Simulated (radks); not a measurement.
**Ionisation of Hg: one atom, several choices of functional**

An exercise on one series of results from a longer session: the logs are not shown, and one member is left open.

Program: radks (a radial shooting solver on a logarithmic mesh, Libxc functionals) version 1. Level of theory: Dirac Kohn-Sham, spin-unpolarised, spherical densities, point nucleus. These are calculated values, not measurements, unless marked.

## The system

| Property | Result |
| --- | --- |
| element | mercury (Z = 80) |
| charge | 0 |
| electrons | 80 |
| configuration | [Hg] |
| ion | Hg⁺, [Xe] 4f14 5d10 6s1 |
| choices | LDA (Slater exchange, Perdew-Wang correlation); exchange-only B88; BP86; exchange-only LDA; PW91; LDA (Slater exchange, VWN5 correlation) |

Outer shells as boxes (Hund's rule):

Hg
```
[Xe] core
4f [↑↓][↑↓][↑↓][↑↓][↑↓][↑↓][↑↓]
5d [↑↓][↑↓][↑↓][↑↓][↑↓]
6s [↑↓]
```

Hg⁺
```
[Xe] core
4f [↑↓][↑↓][↑↓][↑↓][↑↓][↑↓][↑↓]
5d [↑↓][↑↓][↑↓][↑↓][↑↓]
6s [↑ ]
```

The first run:

Settings of this run:

```text
Z 80
configuration [Hg]
relativity Dirac
functional lda,pw
spin unpolarised
j_filling energy
nucleus point
c 137.035999084
```

Steps of the session up to this table: LDA (Slater exchange, Perdew-Wang correlation): Hg; LDA (Slater exchange, Perdew-Wang correlation): Hg⁺; exchange-only B88: Hg; exchange-only B88: Hg⁺; BP86: Hg; BP86: Hg⁺; exchange-only LDA: Hg; exchange-only LDA: Hg⁺; PW91: Hg; PW91: Hg⁺; LDA (Slater exchange, VWN5 correlation): Hg; LDA (Slater exchange, VWN5 correlation): Hg⁺.

One table of the session follows, with a row left open; its other results are not shown here.

```
                                    functional  Δ-SCF (eV)  −ε(HOMO) (eV)  <r> HOMO (bohr)
LDA (Slater exchange, Perdew-Wang correlation)           ?              ?                ?
                             exchange-only B88       9.921          6.067            2.739
                                          BP86      10.885          7.007            2.684
                             exchange-only LDA       9.907          6.041            2.725
                                          PW91      10.784          6.904            2.694
       LDA (Slater exchange, VWN5 correlation)      11.053          7.139            2.678
```

**Question.** Estimate the row for LDA (Slater exchange, Perdew-Wang correlation).

**Answer.** Δ-SCF (eV): 11.053; −ε(HOMO) (eV): 7.139; <r> HOMO (bohr): 2.679.

Spin polarisation and multiplet splitting are left out, so open shells lie too high by an amount that depends on their filling.
